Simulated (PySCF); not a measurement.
# N,N-Dimethylpropionamide (C5H11NO): NMR shifts in gas and solvents, part 2 of 2

PySCF 2.14.0. Atoms count from 0. Earlier steps stand in the parts before.

### Step 7. Shielding tensors: WP04/pcSseg-2 in chloroform

The job: settings as JSON, then the geometry in Å.

```
{"job": {"kind": "nmr", "xc": "WP04", "basis": "pcSseg-2", "pop": false, "solvent": "chloroform"}, "charge": 0, "multiplicity": 1}
C      2.719778    -0.176169     0.023165
C      1.344808     0.450314    -0.082020
C      0.239793    -0.579610     0.075262
O      0.499888    -1.752621     0.274216
N     -1.046376    -0.137721    -0.025319
C     -1.437608     1.238618    -0.169856
C     -2.126689    -1.074742     0.156652
H      2.854590    -0.658632     0.991408
H      2.857935    -0.942989    -0.739201
H      3.494255     0.583628    -0.100005
H      1.220353     1.226332     0.680885
H      1.228749     0.954986    -1.047138
H     -0.589520     1.869135    -0.419587
H     -2.178210     1.334922    -0.970309
H     -1.891890     1.622487     0.752155
H     -2.649026    -0.895607     1.103670
H     -2.850571    -0.975190    -0.657679
H     -1.717545    -2.081657     0.163680
```

With the program's defaults for keys left out, this is: GIAO WP04/pcSseg-2 NMR shielding, non-relativistic, IEF-PCM chloroform.

Output:

```text
coarse grid: 14400 points
cycle   1  E = -334.8210368152  dE =  7.438e-01  |g| = 1.210e+00  |ddm| = 2.570e+00
cycle   2  E = -333.8737446594  dE =  9.473e-01  |g| = 2.396e+00  |ddm| = 3.525e+00
cycle   3  E = -335.0496852929  dE = -1.176e+00  |g| = 4.732e-01  |ddm| = 3.243e+00
cycle   4  E = -335.0941607115  dE = -4.448e-02  |g| = 1.647e-01  |ddm| = 3.552e-01
cycle   5  E = -335.0988620142  dE = -4.701e-03  |g| = 7.339e-02  |ddm| = 1.144e-01
cycle   6  E = -335.0999540481  dE = -1.092e-03  |g| = 1.318e-02  |ddm| = 4.624e-02
cycle   7  E = -335.0999889894  dE = -3.494e-05  |g| = 3.018e-03  |ddm| = 8.654e-03
cycle   8  E = -335.0999908151  dE = -1.826e-06  |g| = 9.736e-04  |ddm| = 2.605e-03
final grid: 137336 points
cycle   9  E = -335.1119771243  dE = -2.589e-04  |g| = 1.126e-02  |ddm| = 8.814e-02
cycle  10  E = -335.1119388722  dE =  3.825e-05  |g| = 1.740e-02  |ddm| = 1.783e-02
cycle  11  E = -335.1120023800  dE = -6.351e-05  |g| = 4.973e-03  |ddm| = 1.144e-02
cycle  12  E = -335.1120069521  dE = -4.572e-06  |g| = 4.685e-04  |ddm| = 2.923e-03
cycle  13  E = -335.1120069877  dE = -3.554e-08  |g| = 2.238e-04  |ddm| = 3.848e-04
cycle  14  E = -335.1120069983  dE = -1.064e-08  |g| = 5.211e-05  |ddm| = 1.659e-04
cycle  15  E = -335.1120069988  dE = -4.711e-10  |g| = 1.832e-05  |ddm| = 3.389e-05
converged SCF energy = -335.1120069988

GIAO shielding tensors (ppm)
atom      isotropic    diamagn.    paramagn.     s11        s22        s33       span
  0 C      161.415     234.544     -73.129    155.039    158.879    170.327     15.288
  1 C      141.579     247.056    -105.476    132.104    134.191    158.443     26.340
  2 C       -9.404     256.810    -266.214    -88.369    -11.695     71.851    160.220
  3 O      -49.593     400.639    -450.232   -342.159   -153.382    346.761    688.920
  4 N      120.080     322.034    -201.954      1.953    153.138    205.150    203.197
  5 C      135.722     242.552    -106.830    115.619    121.282    170.267     54.648
  6 C      138.650     239.878    -101.229    111.996    131.699    172.255     60.259
  7 H       30.747      29.088       1.660     27.039     29.030     36.172      9.133
  8 H       30.744      29.052       1.693     27.025     29.039     36.168      9.143
  9 H       30.979      27.243       3.735     26.692     28.852     37.392     10.700
 10 H       29.540      33.696      -4.157     24.365     30.967     33.287      8.922
 11 H       29.419      33.560      -4.141     24.218     30.841     33.197      8.978
 12 H       28.426      33.094      -4.668     23.568     30.174     31.535      7.967
 13 H       29.232      30.339      -1.107     25.533     27.206     34.956      9.423
 14 H       29.164      30.631      -1.467     25.766     26.676     35.051      9.284
 15 H       29.631      29.355       0.276     25.602     27.444     35.847     10.245
 16 H       29.738      29.320       0.418     25.653     27.886     35.676     10.023
 17 H       27.429      30.470      -3.041     22.425     28.482     31.381      8.956
```

Wall time 2.5 min (2 threads of Intel Xeon at 2.50GHz, shared host); peak memory 2.7 GiB.

This run: δ C2 184.5, C5 39.4, C6 36.5, C1 33.5, H15 2.94, H12 2.93 ppm (means over like atoms).

### Step 8. Shielding tensors: wB97X-D/pcSseg-2 in chloroform

The job, as its differences from that of step 7:

```diff
@@ -1,2 +1,2 @@
-{"job": {"kind": "nmr", "xc": "WP04", "basis": "pcSseg-2", "pop": false, "solvent": "chloroform"}, "charge": 0, "multiplicity": 1}
+{"job": {"kind": "nmr", "xc": "wB97X-D", "basis": "pcSseg-2", "pop": false, "solvent": "chloroform"}, "charge": 0, "multiplicity": 1}
 C      2.719778    -0.176169     0.023165
```

Level: GIAO wB97X-D/pcSseg-2 NMR shielding, non-relativistic, IEF-PCM chloroform.

Output:

```text
coarse grid: 14400 points
cycle   1  E = -327.0186643145  dE =  1.096e+00  |g| = 8.805e-01  |ddm| = 2.699e+00
cycle   2  E = -326.8612053741  dE =  1.575e-01  |g| = 1.321e+00  |ddm| = 1.259e+00
cycle   3  E = -327.1663422859  dE = -3.051e-01  |g| = 8.033e-02  |ddm| = 8.192e-01
cycle   4  E = -327.1674170429  dE = -1.075e-03  |g| = 4.920e-02  |ddm| = 7.160e-02
cycle   5  E = -327.1678864495  dE = -4.694e-04  |g| = 9.382e-03  |ddm| = 3.426e-02
cycle   6  E = -327.1679064999  dE = -2.005e-05  |g| = 3.703e-03  |ddm| = 9.868e-03
cycle   7  E = -327.1679103541  dE = -3.854e-06  |g| = 8.752e-04  |ddm| = 4.123e-03
final grid: 137336 points
cycle   8  E = -327.1702614601  dE = -3.283e-04  |g| = 6.658e-03  |ddm| = 6.721e-02
cycle   9  E = -327.1702671047  dE = -5.645e-06  |g| = 4.887e-03  |ddm| = 1.061e-02
cycle  10  E = -327.1702721021  dE = -4.997e-06  |g| = 9.903e-04  |ddm| = 3.220e-03
cycle  11  E = -327.1702722438  dE = -1.418e-07  |g| = 6.554e-04  |ddm| = 9.582e-04
cycle  12  E = -327.1702723233  dE = -7.950e-08  |g| = 1.182e-04  |ddm| = 4.412e-04
cycle  13  E = -327.1702723262  dE = -2.882e-09  |g| = 4.852e-05  |ddm| = 1.005e-04
cycle  14  E = -327.1702723269  dE = -7.076e-10  |g| = 1.070e-05  |ddm| = 7.318e-05
converged SCF energy = -327.1702723269

GIAO shielding tensors (ppm)
atom      isotropic    diamagn.    paramagn.     s11        s22        s33       span
  0 C      175.517     232.648     -57.132    169.692    173.560    183.297     13.605
  1 C      155.479     247.841     -92.362    147.199    147.989    171.249     24.050
  2 C        1.524     256.720    -255.196    -75.806     -5.430     85.809    161.615
  3 O      -41.188     399.418    -440.606   -345.925   -139.589    361.949    707.874
  4 N      141.402     326.689    -185.287     20.071    171.405    232.730    212.658
  5 C      149.152     241.974     -92.822    129.620    134.182    183.655     54.035
  6 C      152.147     239.191     -87.044    126.010    144.684    185.746     59.735
  7 H       30.543      28.331       2.212     26.484     28.595     36.551     10.067
  8 H       30.541      28.304       2.237     26.470     28.602     36.550     10.080
  9 H       30.701      26.815       3.885     25.957     28.454     37.691     11.734
 10 H       29.265      33.221      -3.956     23.620     30.733     33.442      9.822
 11 H       29.131      33.153      -4.022     23.467     30.592     33.334      9.866
 12 H       28.042      32.270      -4.229     22.806     29.902     31.416      8.610
 13 H       28.959      29.946      -0.988     24.992     26.794     35.091     10.099
 14 H       28.896      30.153      -1.258     25.225     26.257     35.204      9.979
 15 H       29.374      28.964       0.410     24.994     27.055     36.073     11.079
 16 H       29.471      29.015       0.457     25.051     27.499     35.864     10.814
 17 H       27.022      30.110      -3.088     21.744     28.125     31.198      9.455
```

Wall time 3.1 min (2 threads of Intel Xeon at 2.50GHz, shared host); peak memory 2.8 GiB.

Key values: δ C2 185.6, C5 38.0, C6 35.0, C1 31.6, H15 2.99, H12 2.98 ppm (means over like atoms).

### Step 9. Comparing the runs: NMR shifts

Shifts (ppm) of some atoms, chosen among heavy atoms and hydrogens apart, means over like atoms, with basis size and wall time:

| run | C2 | C1 | C0 | H15 | H10 | O3 | N4 | functions | time |
| --- | --- | --- | --- | --- | --- | --- | --- | --- | --- |
| PBE0/pcSseg-2 | 179.3 | 30.6 | 10.9 | 2.99 | 2.26 | 406.8 | 117.5 | 406 | 2.8 min |
| KT3/pcSseg-2 | 165.6 | 30.2 | 11.8 | 3.03 | 2.36 | 378.6 | 118.8 | 406 | 3.2 min |
| wB97X-D/pcSseg-2 | 181.9 | 31.1 | 11.2 | 2.98 | 2.21 | 405.0 | 114.0 | 406 | 3.2 min |
| B97-2/pcSseg-2 | 176.2 | 30.6 | 11.6 | 2.99 | 2.26 | 396.8 | 115.8 | 406 | 2.5 min |
| WP04/pcSseg-2 in chloroform | 184.5 | 33.5 | 13.7 | 2.94 | 2.39 | 373.0 | 130.0 | 406 | 2.5 min |
| wB97X-D/pcSseg-2 in chloroform | 185.6 | 31.6 | 11.6 | 2.99 | 2.42 | 376.3 | 123.1 | 406 | 3.1 min |

### Step 10. Summary of results

This closing draws on all 2 parts.

| quantity | value |
| --- | --- |
| point group | C1 |
| rotational constants (main isotopes) | 4.75, 1.84, 1.37 GHz |
| 13C shifts against TMS (PBE0/pcSseg-2) | 179.3, 37.5, 34.4, 30.6, 10.9 ppm |
| 1H shifts against TMS (PBE0/pcSseg-2, means over atoms taken as alike) | 2.99, 2.93, 2.26, 1.05 ppm |
| 17O shifts against H2O (PBE0/pcSseg-2) | 406.8 ppm |
| 15N shifts against NH3 (PBE0/pcSseg-2) | 117.5 ppm |
| surface potential, 1st and 99th percentile | -2.06 V and 1.10 V |
| range of the shift of O3 (wB97X-D/pcSseg-2 runs) | 376.3 to 405.0 ppm |

In words: Relaxing lowered the energy by 0.128 eV in 19 steps; the close pair that moved most is C0–C1, from 1.555 to 1.515 Å. The most deshielded carbon is C2 (amide carbonyl carbon), at 179.3 ppm: it is a carbonyl in resonance with an O or N lone pair, the region of acids, esters and amides. At PBE0/pcSseg-2: The largest span, 764 ppm, is at O3, where the paramagnetic term is -476 ppm. At one level, wB97X-D/pcSseg-2: Across the 2 runs the shift of O3 moves most, between 376.3 (wB97X-D/pcSseg-2 in chloroform) and 405.0 ppm (wB97X-D/pcSseg-2).
